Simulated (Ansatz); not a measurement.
# ClH5W: the cost of one run

All numbers below are computed with Ansatz 0.2.0 (RHF/def2-SVP).

### Step 1. The starting structure

Bond lengths: W1–H2 1.920 Å, W1–H3 1.920 Å, W1–Cl4 2.390 Å, W1–H5 1.720 Å, W1–H6 1.720 Å, W1–H7 1.720 Å. Angles (14 of 15 angles, heavy atoms first): H2–W1–Cl4 90.0°, H3–W1–Cl4 90.0°, Cl4–W1–H5 90.0°, Cl4–W1–H6 180.0°, Cl4–W1–H7 90.0°, H2–W1–H3 30.5°, H2–W1–H5 119.8°, H2–W1–H6 90.0°, H2–W1–H7 150.2°, H3–W1–H5 150.2°, H3–W1–H6 90.0°, H3–W1–H7 119.8°, H5–W1–H6 90.0°, H5–W1–H7 90.0°.

Coordinates:

```xyz
7

W     0.0000    0.0000    0.0000
H     0.9528    0.0000    1.6669
H     1.6669    0.0000    0.9528
Cl    0.0000    2.3900    0.0000
H    -1.7200    0.0000    0.0000
H     0.0000   -1.7200    0.0000
H     0.0000    0.0000   -1.7200
```

### Step 2. A restrained relaxation towards end A

Springs on the bonds that form and break draw the guess towards this end; the thresholds are loose.

The input, input.yaml:

```yaml
crystal:
  periodic: [false, false, false]
  atoms:
    - { symbol: W, position_ang: [0.0, 0.0, 0.0] }
    - { symbol: H, position_ang: [0.9528, 0.0, 1.6669] }
    - { symbol: H, position_ang: [1.6669, 0.0, 0.9528] }
    - { symbol: Cl, position_ang: [0.0, 2.39, 0.0] }
    - { symbol: H, position_ang: [-1.72, 0.0, 0.0] }
    - { symbol: H, position_ang: [0.0, -1.72, 0.0] }
    - { symbol: H, position_ang: [0.0, 0.0, -1.72] }
basis:
  gaussian: { orbitals: def2-SVP }
hamiltonian:
  xc: hf
relax:
  f_tol: 0.15
  max_steps: 25
  restrain:
    - { distance: [1, 2], at: 1.86, k: 30.0 }
    - { distance: [0, 1], at: 1.72, k: 30.0 }
    - { distance: [0, 2], at: 1.72, k: 30.0 }
```

Started as:

```sh
$ ansatz run input.yaml --threads 1 --pin off --max-ram 2048MiB --backend cpu --events-out ev --progress --plain --runs-dir out
```

Q: Estimate wall time and peak memory on 1 thread of Intel Xeon 6975P-C (Granite Rapids), shared host.

About 11 s, with a peak of 0.15 GiB.
